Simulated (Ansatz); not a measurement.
# YCoF5 (Immm) in Ansatz: equation of state

Aim: energy against volume of YCoF5 in PBE, for its equilibrium volume and stiffness.

All numbers are computed with Ansatz 0.2.0; they aren't measurements. Logs are shortened: lines on timing, memory, paths and dates and some standing lists are left out, and cuts for length are marked.

### Step 1. The structure

The structure is orthorhombic, space group Immm (No. 71). Conventional cell: a = 4.216 Å, b = 6.937 Å, c = 8.180 Å, α = 90.00°, β = 90.00°, γ = 90.00°. Y (site symmetry mmm) is surrounded by 6 F at 2.11 to 2.20 Å. Around Co (site symmetry mmm) lie 2 F at 1.89 Å. F (site symmetry mmm) has 2 Y at 2.11 Å as nearest neighbours. F (site symmetry mm2) is surrounded by 1 Co at 1.89 Å. F (site symmetry m2m) has 1 Y at 2.19 Å and 2 Co at 2.46 Å as nearest neighbours.

The cell comes from a database or a generator and needn't be the stable form of this composition.

### Step 2. Single point, PBE, collinear spin, ferromagnetic start, 16.06 Å³/atom (volume scaled by 0.94)

File input.yaml:

```yaml
crystal:
  lattice:
    - [-2.0650586187, 3.3978854374, 4.0062995124]
    - [2.0650586187, -3.3978854374, 4.0062995124]
    - [2.0650586187, 3.3978854374, -4.0062995124]
  atoms:
    - { symbol: "Y", position: [0.5, 0.5, 0.0] }
    - { symbol: Co, position: [0.0, 0.0, 0.0], spin: 2.0 }
    - { symbol: F, position: [0.5, 0.0, 0.5] }
    - { symbol: F, position: [0.769466, 0.769466, 0.0] }
    - { symbol: F, position: [0.230534, 0.230534, 0.0] }
    - { symbol: F, position: [0.184075, 0.5, 0.684075] }
    - { symbol: F, position: [0.815925, 0.5, 0.315925] }
hamiltonian:
  xc: pbe
  pseudopotentials: { kind: paw }
magnetization:
  spin_polarized: true
kpoints:
  mp_grid: { grid: [7, 7, 7] }
scf:
  occupations: { method: fermi_dirac, width: 0.05 }
output:
  forces: true
  stress: true
  eigenvalues: true
  write_density: true
  write_potential: true
  elf: true
  volumetric_format: npy
```

Potentials or basis: Ansatz PAW.

The run is started by

```
$ ansatz run input.yaml --threads 4 --pin off --max-ram 10240MiB --backend cpu --events-out ev --progress --plain --runs-dir out
```

What it wrote:

```text
Warning: RAYON_NUM_THREADS=4 ignored (pool sized by the plan → 4); use --threads N
Engine: ansatz 0.2.0, x86_64-unknown-linux-gnu
Pseudopotentials: kind: paw
Pseudopotential: Y, paw, valence charge 11, recommended cutoff 420 eV (normal), Y.paw.azcp
Pseudopotential: Co, paw, valence charge 17, recommended cutoff 420 eV (normal), Co.paw.azcp
Pseudopotential: F, paw, valence charge 7, recommended cutoff 420 eV (normal), F.paw.azcp
Functional definition: PBE
  parameter kappa = 0.804
  parameter beta = 0.06672455060314922
  exchange = pbe_x(kappa = kappa, mu = beta*pi^2/3)
  correlation = pbe_c(beta = beta)
Crystal: 7 atoms, lattice volume = 112.446 Å³
Basis set: ecut = 420 eV, 2221 PW (Γ), exchange–correlation on 80×80×80 points (8 copies of the dense FFT grid, shifted against one another)
Bands: 40, of which v1, the nominal top of the filled ones, is band 32 counted from 1 (31 counted from 0)
Symmetry: 8 space group operations
Space group: Immm (ITA 71), of the structure as read, at distance tolerance 4.8e-5 Å
Magnetic group: BNS 71.533 (UNI 631), of the structure as read, at distance tolerance 4.8e-5 Å
k-points: 64 of 343
Non-local potential: Y, projectors of the file, l = 0: 3, l = 1: 2, l = 2: 2, l = 3: 1
Non-local potential: Co, projectors of the file, l = 0: 3, l = 1: 2, l = 2: 3, l = 3: 1
Non-local potential: F, projectors of the file, l = 0: 2, l = 1: 2, l = 2: 1
PAW form: soft (Blöchl's): semilocal exchange-correlation on the pseudo side does not see the compensation charge
PAW one-centre angular grid: Y, 590 points (default); XC on 64 Gauss nodes
PAW one-centre angular grid: Co, 590 points (default); XC on 64 Gauss nodes
PAW one-centre angular grid: F, 110 points (default); XC on 64 Gauss nodes
Initial density: superposition of atomic densities (chi_scale 0.1, normalization cell, long waves kept (reshape's long-wave potential 0.01 eV rms))
Starting moments: Σ|m| = 2 μB on 1 of 7 sites
Initial wavefunctions: pseudopotential atomic-orbital guess
Functional: x = pbe(κ = 0.804, μ = 0.2195149727645171), c = pbe(β = 0.06672455060314922)
SCF iter   1: F=—  HF=-13028.221830 eV  |F-HF|=—  |Δ(HF+E_count)|=         —  Δρ=2.09e-1 (↑1.14e-1 ↓2.09e-1)  dr2=9.57e1  dr2_m=2.73e0  M=1.213 μB ∫|m|=1.213 μB  β_m=0.30  ethr=3.10e-3  ⟨swp⟩=6.4  Hψ=21120  notcnv=0
Mixer restart at iter 1: flushing history
preconditioner: auto → Kerker (q_TF=auto, 2.477 Å⁻¹)  [metal: Δε(μ)=0.001 eV  Ē_g=13.635 eV  σ=0.050 eV  W_gap=0.01  n_scr=28 (ndim 8)  ℏωp=25.5 eV  f_vac=0.141  D(μ)=10.27/eV (n_scr^D=130)]
spin=Collinear: Kerker preconditioning applied to the charge; magnetization (m = ρ↑ − ρ↓) channel mixes plain (no charge-response kernel on spin).
SCF iter   2: F=—  HF=-13024.677496 eV  |F-HF|=—  |Δ(HF+E_count)|=    3.54e0  Δρ=5.89e-2 (↑5.56e-2 ↓5.89e-2)  dr2=4.21e0  dr2_m=2.39e0  M=3.000 μB ∫|m|=3.003 μB  β_m=0.30  ethr=3.10e-3  ⟨swp⟩=3.2  Hψ=12790  notcnv=0  defer=355
SCF iter   3: F=—  HF=-13023.732868 eV  |F-HF|=—  |Δ(HF+E_count)|=   9.45e-1  Δρ=4.50e-2 (↑4.23e-2 ↓4.50e-2)  dr2=2.37e0  dr2_m=1.46e0  M=3.000 μB ∫|m|=3.005 μB  β_m=0.65  ethr=3.10e-3  ⟨swp⟩=2.0  Hψ=7333  notcnv=0  defer=351
SCF iter   4: F=—  HF=-13023.142871 eV  |F-HF|=—  |Δ(HF+E_count)|=   5.90e-1  Δρ=2.10e-2 (↑1.13e-2 ↓2.10e-2)  dr2=6.66e-1  dr2_m=5.20e-2  M=3.000 μB ∫|m|=3.024 μB  β_m=0.68  ethr=3.10e-3  ⟨swp⟩=3.0  Hψ=11049  notcnv=0  defer=334
SCF iter   5: F=—  HF=-13023.153501 eV  |F-HF|=—  |Δ(HF+E_count)|=   1.06e-2  Δρ=1.42e-2 (↑4.55e-3 ↓1.42e-2)  dr2=2.69e-1  dr2_m=3.61e-2  M=3.000 μB ∫|m|=3.026 μB  β_m=0.84  ethr=1.06e-3  ⟨swp⟩=3.3  Hψ=10947  notcnv=0  defer=301
SCF iter   6: F=—  HF=-13023.176836 eV  |F-HF|=—  |Δ(HF+E_count)|=   2.33e-2  Δρ=4.53e-3 (↑4.09e-3 ↓4.53e-3)  dr2=4.00e-2  dr2_m=1.15e-2  M=3.000 μB ∫|m|=3.025 μB  β_m=0.79  ethr=4.27e-4  ⟨swp⟩=2.4  Hψ=9997  notcnv=0  defer=301
SCF iter   7: F=—  HF=-13023.180278 eV  |F-HF|=—  |Δ(HF+E_count)|=   3.44e-3  Δρ=2.28e-3 (↑1.21e-3 ↓2.28e-3)  dr2=1.27e-2  dr2_m=1.45e-3  M=3.000 μB ∫|m|=3.026 μB  β_m=0.90  ethr=6.35e-5  ⟨swp⟩=2.5  Hψ=8273  notcnv=0  defer=285
SCF iter   8: F=—  HF=-13023.188387 eV  |F-HF|=—  |Δ(HF+E_count)|=   8.11e-3  Δρ=1.42e-3 (↑1.34e-3 ↓1.42e-3)  dr2=6.87e-3  dr2_m=3.45e-4  M=3.000 μB ∫|m|=3.026 μB  β_m=0.78  ethr=2.02e-5  ⟨swp⟩=2.0  Hψ=9911  notcnv=0  defer=285
SCF iter   9: F=—  HF=-13023.189112 eV  |F-HF|=—  |Δ(HF+E_count)|=   7.25e-4  Δρ=1.09e-3 (↑6.15e-4 ↓1.09e-3)  dr2=1.17e-3  dr2_m=4.94e-4  M=3.000 μB ∫|m|=3.027 μB  β_m=0.89  ethr=1.09e-5  ⟨swp⟩=2.0  Hψ=8936  notcnv=0  defer=284
SCF iter  10: F=—  HF=-13023.189481 eV  |F-HF|=—  |Δ(HF+E_count)|=   3.69e-4  Δρ=6.44e-4 (↑4.54e-4 ↓6.44e-4)  dr2=6.72e-4  dr2_m=5.15e-5  M=3.000 μB ∫|m|=3.027 μB  β_m=0.73  ethr=1.86e-6  ⟨swp⟩=2.0  Hψ=8713  notcnv=0  defer=284
SCF iter  11: F=—  HF=-13023.189502 eV  |F-HF|=—  |Δ(HF+E_count)|=   2.05e-5  Δρ=1.68e-4 (↑1.12e-4 ↓1.68e-4)  dr2=4.65e-5  dr2_m=7.97e-6  M=3.000 μB ∫|m|=3.027 μB  β_m=0.86  ethr=1.07e-6  ⟨swp⟩=2.0  Hψ=7897  notcnv=0  defer=284
SCF iter  12: F=—  HF=-13023.189492 eV  |F-HF|=—  |Δ(HF+E_count)|=   9.25e-6  Δρ=7.39e-5 (↑6.47e-5 ↓7.39e-5)  dr2=1.49e-5  dr2_m=2.27e-7  M=3.000 μB ∫|m|=3.027 μB  β_m=0.88  ethr=7.37e-8  ⟨swp⟩=2.0  Hψ=8293  notcnv=0  defer=284
SCF iter  13: F=—  HF=-13023.189491 eV  |F-HF|=—  |Δ(HF+E_count)|=   1.00e-6  Δρ=2.96e-5 (↑2.95e-5 ↓2.96e-5)  dr2=3.37e-6  dr2_m=3.47e-8  M=3.000 μB ∫|m|=3.027 μB  β_m=0.94  ethr=2.36e-8  ⟨swp⟩=2.0  Hψ=9215  notcnv=0  defer=284
SCF iter  14: F=—  HF=-13023.189492 eV  |F-HF|=—  |Δ(HF+E_count)|=   2.72e-7  Δρ=1.10e-5 (↑1.03e-5 ↓1.10e-5)  dr2=8.67e-7  dr2_m=3.28e-9  M=3.000 μB ∫|m|=3.027 μB  β_m=0.97  ethr=5.35e-9  ⟨swp⟩=2.0  Hψ=5568  notcnv=0  defer=284
SCF iter  15: F=-13023.189492 eV  HF=-13023.189492 eV  |F-HF|=3.50e-9  |Δ(HF+E_count)|=   2.27e-7  Δρ=4.17e-6 (↑3.95e-6 ↓4.17e-6)  dr2=5.43e-8  dr2_m=1.70e-9  M=3.000 μB ∫|m|=3.027 μB  ethr=1.59e-10  ⟨swp⟩=14.0  Hψ=38080  notcnv=0
SCF 1 converged in 15 iterations: F = -13023.189492 eV  dr2 = 5.43e-8
Symmetry: 4 space group operations
k-points: 100 of 343
Initial density: read from a saved state, or passed on in memory by an earlier SCF of this step, an earlier step, the calling program or the single point that the run made first
Starting moments: Σ|m| = 2 μB on 1 of 7 sites; this step starts from the density that it was given
Initial wavefunctions: those read from a saved state, or passed on in memory by an earlier step or the calling program
iter 1 solved again at ethr=8.62e-11 eV; its pass at ethr=1.59e-6 eV (dr2=5.43e-8 eV) is discarded
SCF iter   1: F=—  HF=-13023.189492 eV  |F-HF|=—  |Δ(HF+E_count)|=         —  Δρ=4.17e-6 (↑3.95e-6 ↓4.17e-6)  dr2=5.43e-8  dr2_m=1.70e-9  M=3.000 μB ∫|m|=3.027 μB  ethr=8.62e-11  ⟨swp⟩=1.0  Hψ=37091  notcnv=0
preconditioner: auto → Resta (q_TF=auto, 2.477 Å⁻¹)  ε∞=3.9  [insulator: Δε(μ)=0.580 eV  Ē_g=15.097 eV  σ=0.050 eV  W_gap=0.99  n_scr=28 (ndim 8)  ℏωp=25.5 eV  f_vac=0.242  D(μ)=0.07/eV (n_scr^D=0)  ε∞_Penn≈3.9]
spin=Collinear: Resta preconditioning applied to the charge; magnetization (m = ρ↑ − ρ↓) channel mixes plain (no charge-response kernel on spin).
SCF iter   2: F=—  HF=-13023.187538 eV  |F-HF|=—  |Δ(HF+E_count)|=   1.95e-3  Δρ=1.22e-3 (↑5.06e-4 ↓1.22e-3)  dr2=1.53e-3  dr2_m=1.66e-4  M=3.000 μB ∫|m|=3.025 μB  ethr=1.59e-6  ⟨swp⟩=1.0  Hψ=39076  notcnv=0
SCF iter   3: F=—  HF=-13023.188206 eV  |F-HF|=—  |Δ(HF+E_count)|=   6.68e-4  Δρ=6.12e-4 (↑1.54e-4 ↓6.12e-4)  dr2=1.41e-4  dr2_m=8.52e-5  M=3.000 μB ∫|m|=3.026 μB  ethr=1.59e-6  ⟨swp⟩=1.0  Hψ=23334  notcnv=0
SCF iter   4: F=—  HF=-13023.189490 eV  |F-HF|=—  |Δ(HF+E_count)|=   1.28e-3  Δρ=3.23e-5 (↑1.63e-5 ↓3.23e-5)  dr2=8.12e-7  dr2_m=1.70e-7  M=3.000 μB ∫|m|=3.027 μB  ethr=6.28e-7  ⟨swp⟩=1.0  Hψ=17504  notcnv=0
an SCF along what the orbitals of the run's state read of its open shells (or to have them read: on a GPU, or by another smearing), with 4 of the crystal's symmetry operations given up (100 k-points in place of 64), reached no lower state that the run goes on to. This is no proof of a minimum
SCF converged after 15 iterations
Magnetization: 3.0000 μB (33.0000 up, 30.0000 down)
Absolute magnetization: 3.0247 μB (∫|ρ↑−ρ↓|, with the PAW one-centre terms)
Spin contamination: 0.0037 ħ² per cell (⟨S²⟩ above its minimum at these occupations)
Per-site moments (μB) at R_I (Å): [(0.003637407293487487, 0.85183668021375), (2.4295549842123223, 0.7619603077280878), (-7.87314985682476e-5, 0.85183668021375), (0.054909437343169394, 0.7619603077280881), (0.05490943734316949, 0.7619603077280878), (0.05589941561987817, 0.885618489368741), (0.055899415619878136, 0.885618489368741)]
Free energy (F): -13023.189492 eV
Harris-Foulkes:  -13023.189492 eV  (|F-HF|=3.50e-9)
Internal energy: -13023.188227 eV  (E = F + TS)
E sigma→0 (E₀):  -13023.188859 eV
Entropy (-TS):   -0.001265 eV (-0.181 meV/atom)
Fermi energy:    4.479560 eV
--- Per-component energies (eV) ---
  E_band       = -861.971009
  E_kinetic    = 1779.953520
  E_local      = -8634.152939  (includes V_loc(G=0)·N_el)
  E_nonlocal   = 883.766364
  E_hartree    = 3447.437788
  E_xc         = -727.223746
  E_vxc        = -909.711642  (∫ρ·V_xc dr)
  E_paw        = -5347.453432  (= ΣΔE_a)
  E_vpaw       = -876.714457  (= ΣTr[D̂ρ^β])
  E_aug_tail   = 0.010244  (compensation charges beyond the density's cutoff)
  E_ewald      = -4425.526024
  E_smearing   = -0.001265  (= −TS)
  E_closure    = -0.000000  (closes the sum)
  Σ components = -13023.189492   (vs F -13023.189492, Δ=0.00e0)
--- Forces (eV/Å), atoms counted from 1 ---
  atom   1  Y     -0.00000000     0.00000000    -0.00000000
  atom   2  Co     0.00000000    -0.00000000    -0.00000000
  atom   3  F      0.00000000    -0.00000000     0.00000000
  atom   4  F      0.00000000     0.00000000     0.06099099
  atom   5  F     -0.00000000    -0.00000000    -0.06099099
  atom   6  F     -0.00000000    -0.29129982     0.00000000
  atom   7  F      0.00000000     0.29129982     0.00000000
  max |Σ_I F_I| component: 6.94e-18 eV/Å
--- Stress (GPa, compression-positive) ---
        4.281094       0.000000       0.000000
        0.000000       3.730154      -0.000000
        0.000000      -0.000000       5.970482
  P = ⅓ Tr σ = 4.6606 GPa (46.606 kbar)
--- Band table (eV; the first three rows and the last of 128) ---
  k-point 0 ↑: bands = ["-92.7764", "-56.3402", "-56.2093", "-55.5950", "-36.7479", "-19.6067", "-19.4175", "-19.1697", "-18.8898", "-18.1790", "-17.1723", "-16.1174", "-15.6193", "-2.9602", "-1.3113", "-1.1636", "-0.9094", "-0.5775", "-0.5381", "-0.5373", "-0.4030", "-0.3128", "-0.0742", "0.0376", "0.4974", "0.8198", "1.0408", "1.4800", "1.5912", "1.9950", "2.0015", "2.4930", "2.7180", "7.3498", "9.5760", "9.6061", "9.8965", "10.9948", "12.2632", "13.1423"]
  k-point 1 ↑: bands = ["-92.7764", "-56.3402", "-56.2092", "-55.5951", "-36.7440", "-19.7961", "-19.6069", "-19.1707", "-18.9137", "-18.1295", "-16.6378", "-16.1142", "-15.6408", "-2.9647", "-1.2676", "-1.0437", "-0.8964", "-0.8505", "-0.7944", "-0.4488", "-0.3768", "-0.2962", "-0.2651", "-0.0630", "0.3534", "0.8104", "1.0485", "1.2794", "1.5996", "1.9354", "2.0186", "2.6402", "2.7344", "7.6862", "9.7570", "9.7765", "9.9324", "11.0449", "12.7512", "13.3295"]
  k-point 2 ↑: bands = ["-92.7763", "-56.3402", "-56.2092", "-55.5952", "-36.7353", "-20.3649", "-19.6073", "-19.1658", "-18.9648", "-18.0276", "-16.1067", "-15.6905", "-15.6888", "-2.9792", "-1.5014", "-1.2590", "-1.1987", "-0.9998", "-0.8557", "-0.7029", "-0.4574", "-0.2444", "-0.2390", "0.0683", "0.2602", "0.8111", "0.9021", "1.0394", "1.6206", "1.6800", "1.9898", "2.7682", "2.8546", "8.5751", "10.0230", "10.1695", "10.1706", "11.1833", "13.0533", "13.1991"]
  k-point 63 ↓: bands = ["-89.5313", "-53.0850", "-52.8620", "-52.6742", "-36.7386", "-19.7963", "-19.5332", "-19.0419", "-18.8266", "-18.0735", "-16.6351", "-16.0765", "-15.5727", "-2.5659", "-0.9232", "-0.8214", "-0.7412", "-0.7053", "-0.4550", "-0.3083", "-0.2629", "-0.1167", "-0.0665", "0.3224", "0.5630", "0.7837", "0.8722", "1.5426", "3.4463", "4.1147", "4.8157", "5.2320", "5.7317", "9.4613", "9.7788", "9.8586", "10.1114", "10.9389", "11.2421", "12.2145"]
```

Wall time 17 s (4 threads of AMD EPYC 9R45 (Zen 5), shared host); peak memory 2.3 GiB.

Results:

```yaml
Free_energy: -13023.1895 eV
Pressure: 4.7 GPa
Largest_force: 0.291 eV/Å
Band_gap_on_the_k_mesh: 0.58 eV, indirect (least direct gap 0.59 eV)
Net_moment: 3.00 μB per cell
Absolute_moment: 3.02 μB per cell
Site_moments: Y +0.00; Co +2.43; F -0.00, +0.05, +0.06 μB
```

Caveat: odd divisions of the mesh miss points on the zone boundary, where band edges often lie, so the gap on the mesh can be too wide; the pressure holds a Pulay correction of +0.5 GPa for the finite cutoff; a cell with one magnetic atom can't hold antiferromagnetic order, which such compounds often take.

### Step 3. Single point, PBE, collinear spin, ferromagnetic start, 16.41 Å³/atom (volume scaled by 0.96)

Edit input.yaml of step 2 so:

```diff
@@ -2,5 +2,5 @@
   lattice:
-    - [-2.0650586187, 3.3978854374, 4.0062995124]
-    - [2.0650586187, -3.3978854374, 4.0062995124]
-    - [2.0650586187, 3.3978854374, -4.0062995124]
+    - [-2.0796017642, 3.4218149965, 4.0345138188]
+    - [2.0796017642, -3.4218149965, 4.0345138188]
+    - [2.0796017642, 3.4218149965, -4.0345138188]
   atoms:
```

Potentials or basis: Ansatz PAW.

The run is started by

```
$ ansatz run input.yaml --threads 4 --pin off --max-ram 10240MiB --backend cpu --events-out ev --progress --plain --runs-dir out
```

It took 18 s on 4 threads of AMD EPYC 9R45 (Zen 5), shared host; peak memory 2.3 GiB.

It converged, with:

```yaml
Free_energy: -13023.2440 eV
Pressure: 2.7 GPa
Largest_force: 0.143 eV/Å
Band_gap_on_the_k_mesh: 0.59 eV, indirect (least direct gap 0.60 eV)
Net_moment: 3.00 μB per cell
Absolute_moment: 3.02 μB per cell
Site_moments: Y +0.00; Co +2.44; F -0.00, +0.05 μB
```

Caveat: odd divisions of the mesh miss points on the zone boundary, where band edges often lie, so the gap on the mesh can be too wide; the pressure holds a Pulay correction of +0.5 GPa for the finite cutoff; a cell with one magnetic atom can't hold antiferromagnetic order, which such compounds often take.

### Step 4. Single point, PBE, collinear spin, ferromagnetic start, 16.75 Å³/atom (volume scaled by 0.98)

Edit input.yaml of step 3 so:

```diff
@@ -2,5 +2,5 @@
   lattice:
-    - [-2.0796017642, 3.4218149965, 4.0345138188]
-    - [2.0796017642, -3.4218149965, 4.0345138188]
-    - [2.0796017642, 3.4218149965, -4.0345138188]
+    - [-2.0939442985, 3.4454144663, 4.0623389313]
+    - [2.0939442985, -3.4454144663, 4.0623389313]
+    - [2.0939442985, 3.4454144663, -4.0623389313]
   atoms:
@@ -26,5 +26 @@
   eigenvalues: true
-  write_density: true
-  write_potential: true
-  elf: true
-  volumetric_format: npy
```

The run is started by

```
$ ansatz run input.yaml --threads 4 --pin off --max-ram 10240MiB --backend cpu --events-out ev --progress --plain --runs-dir out
```

It took 16 s on 4 threads of AMD EPYC 9R45 (Zen 5), shared host; peak memory 2.3 GiB.

Results (log left out):

```yaml
Free_energy: -13023.2698 eV
Pressure: 0.9 GPa
Largest_force: 0.129 eV/Å
Band_gap_on_the_k_mesh: 0.60 eV, indirect (least direct gap 0.61 eV)
Net_moment: 3.00 μB per cell
Absolute_moment: 3.03 μB per cell
Site_moments: Y +0.00; Co +2.45; F -0.00, +0.05 μB
```

Caveat: odd divisions of the mesh miss points on the zone boundary, where band edges often lie, so the gap on the mesh can be too wide; the pressure holds a Pulay correction of +0.5 GPa for the finite cutoff; a cell with one magnetic atom can't hold antiferromagnetic order, which such compounds often take.

### Step 5. Single point, PBE, collinear spin, ferromagnetic start, 17.09 Å³/atom

Edit input.yaml of step 4 so:

```diff
@@ -2,5 +2,5 @@
   lattice:
-    - [-2.0939442985, 3.4454144663, 4.0623389313]
-    - [2.0939442985, -3.4454144663, 4.0623389313]
-    - [2.0939442985, 3.4454144663, -4.0623389313]
+    - [-2.108093, 3.468695, 4.089788]
+    - [2.108093, -3.468695, 4.089788]
+    - [2.108093, 3.468695, -4.089788]
   atoms:
```

The run is started by

```
$ ansatz run input.yaml --threads 4 --pin off --max-ram 10240MiB --backend cpu --events-out ev --progress --plain --runs-dir out
```

Wall time 30 s (4 threads of AMD EPYC 9R45 (Zen 5), shared host); peak memory 2.3 GiB.

The run converged. Its results:

* Free energy: -13023.2705 eV
* Pressure: -0.8 GPa
* Largest force: 0.159 eV/Å
* Band gap on the k mesh: 0.61 eV, indirect (least direct gap 0.62 eV)
* Net moment: 3.00 μB per cell
* Absolute moment: 3.03 μB per cell
* Site moments: Y +0.00; Co +2.46; F -0.00, +0.05 μB

Caveat: odd divisions of the mesh miss points on the zone boundary, where band edges often lie, so the gap on the mesh can be too wide; the pressure holds a Pulay correction of +0.5 GPa for the finite cutoff; a cell with one magnetic atom can't hold antiferromagnetic order, which such compounds often take.

### Step 6. Single point, PBE, collinear spin, ferromagnetic start, 17.43 Å³/atom (volume scaled by 1.02)

Edit input.yaml of step 5 so:

```diff
@@ -2,5 +2,5 @@
   lattice:
-    - [-2.108093, 3.468695, 4.089788]
-    - [2.108093, -3.468695, 4.089788]
-    - [2.108093, 3.468695, -4.089788]
+    - [-2.1220542877, 3.4916671595, 4.1168734781]
+    - [2.1220542877, -3.4916671595, 4.1168734781]
+    - [2.1220542877, 3.4916671595, -4.1168734781]
   atoms:
```

Potentials or basis: Ansatz PAW.

The run is started by

```
$ ansatz run input.yaml --threads 4 --pin off --max-ram 10240MiB --backend cpu --events-out ev --progress --plain --runs-dir out
```

Run time: 32 s. Hardware: 4 threads of AMD EPYC 9R45 (Zen 5), shared host; peak memory 2.4 GiB.

The run converged. Its results:

| Property | Result |
| --- | --- |
| Free energy | -13023.2483 eV |
| Pressure | -2.2 GPa |
| Largest force | 0.240 eV/Å |
| Band gap on the k mesh | 0.62 eV, indirect (least direct gap 0.63 eV) |
| Net moment | 3.00 μB per cell |
| Absolute moment | 3.03 μB per cell |
| Site moments | Y +0.00; Co +2.47; F -0.00, +0.05 μB |

Caveat: odd divisions of the mesh miss points on the zone boundary, where band edges often lie, so the gap on the mesh can be too wide; the pressure holds a Pulay correction of +0.5 GPa for the finite cutoff; a cell with one magnetic atom can't hold antiferromagnetic order, which such compounds often take.

(Part 1 of 2 ends here.)
